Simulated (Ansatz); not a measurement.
# BGeHO (singlet): wave-function methods side by side, cc-pVDZ

An exercise on one series of results from a longer session: the logs are not shown, and one member is left open.

Method: cc-pVDZ, core rule «outside noble gas», up to 16 orbitals frozen; program: Ansatz 0.2.0, Gaussian basis.

The runs, in order: UHF; CCSD(T) on RHF; BCCD(T) on RHF; CISD; CCSDT(Q) on RHF; CCSDTQ on RHF.

3 further runs of the same task are left out: 3 set aside as unsound or not needed.

### What is computed

The geometry is a PBE0/def2-TZVP stationary point (not a proven minimum). No spin-orbit coupling is included. The filled d shell of Ge may be among the frozen orbitals whatever the setting's name suggests; the logs give the count.

4 atoms, charge 0, spin multiplicity 1.

Atoms are counted from 1 here; the program's logs count them from 0.

Bond lengths: B1–O2 1.282 Å, O2–Ge3 1.840 Å, Ge3–H4 1.598 Å. Angles: B1–O2–Ge3 148.6°, O2–Ge3–H4 91.9°.

The first run:

in.yaml reads:

```yaml
crystal:
  periodic: [false, false, false]
  atoms:
    - {symbol: B, position_ang: [0.000000, -0.186963, 2.397395]}
    - {symbol: O, position_ang: [0.000000, 0.275320, 1.201770]}
    - {symbol: Ge, position_ang: [0.000000, -0.053740, -0.608390]}
    - {symbol: H, position_ang: [0.000000, 1.507965, -0.944858]}
basis:
  gaussian: {orbitals: cc-pVDZ}
magnetization: {spin_polarized: true, initial_magnetization: 0}
hamiltonian: {xc: hf}
output: {orbitals: {seedname: orbitals}}
```

The run is started by

```bash
$ ansatz run in.yaml --threads 1 --pin off --events-out ev --progress --plain --max-ram 2560MiB --backend cpu
```

Steps of the session up to this table: UHF; CCSD(T) on RHF; BCCD(T) on RHF; CISD; CCSDT(Q) on RHF; CCSDTQ on RHF.

One table of the session follows, with a row left open; its other results are not shown here.

| method | from RCCSDTQ (kJ/mol) |
| --- | --- |
| RHF | +946.6 |
| RMP2 | +114.6 |
| RCCSD | +33.1 |
| RCCSD(T) | +4.8 |
| BCCD(T) | ? |
| RCCSDT | +2.7 |
| RCCSDT(Q) | -0.2 |
| RCCSDTQ | 0 |

**Question.** Estimate the row for BCCD(T).

The run gave: from RCCSDTQ (kJ/mol): +4.1. In the column «from RCCSDTQ (kJ/mol)» it lies between RCCSDT (+2.7) and RCCSD(T) (+4.8).

Not comparable, so not listed: CISD (they don't share determinant, frozen orbitals or solution with the rows shown, or repeat one).
